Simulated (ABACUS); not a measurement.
# HPbNO4 in ABACUS: the effect of functional

HPbNO4:

```
Pb O N H
1.0
     3.83188    0.00000    0.00000
    -0.04274    5.49791    0.00000
    -0.41691   -1.72373    5.74735
Pb O N H
1 4 1 1
Cartesian
  2.2533 2.6056 0.8678
  -0.3200 -0.7685 5.0625
  2.7201 -0.1635 0.7390
  -0.3795 2.5533 5.0027
  0.2747 2.6126 2.1639
  3.0684 3.6400 5.5098
  0.1630 2.6743 3.1302
```

The cell was built by a generator and needn't be a form met in nature.

The cell isn't the ideal one: volume scaled by 0.98.

Alike in all runs:

- Program: ABACUS 3.10.1
- Task: equation of state
- Potentials or basis: SG15 ONCV 1.2 PBE
- Cutoff: 1361 eV
- Density cutoff: 5442 eV
- Basis: DZP LCAO (the cutoffs set its grid)
- k mesh: 5 × 4 × 4
- Occupations: fermi-dirac, width 0.05 eV
- Spin: no spin polarisation

```tsv
functional	gap on the mesh (eV)	pressure (GPa)	largest force (eV/Å)
LDA	3.14	2.2	2.15
PBE	3.13	5.3	2.29
PBEsol	3.15	3.6	2.11
BLYP	3.12	7.4	2.92
PW91	?	?	?
r2SCAN	3.64	2.7	1.80
```

Q: What does the run with functional PW91 give?

A: gap on the mesh 3.13 eV; pressure 5.1 GPa; largest force 2.34 eV/Å.

Caveats: the atomic orbitals were generated for these runs and aren't a published set; spin-orbit coupling is left out, which as a rule narrows the gap of such compounds by several tenths of an eV; an odd mesh through Γ misses points on the zone boundary, where band edges often lie; the basis of atomic orbitals isn't converged, which shifts pressures, moduli and gaps; the potentials were made for another functional, which shifts forces and pressure (some runs); forces of over 1 eV/Å show positions far from the minimum, so gaps and moduli don't describe the material at rest (some runs).
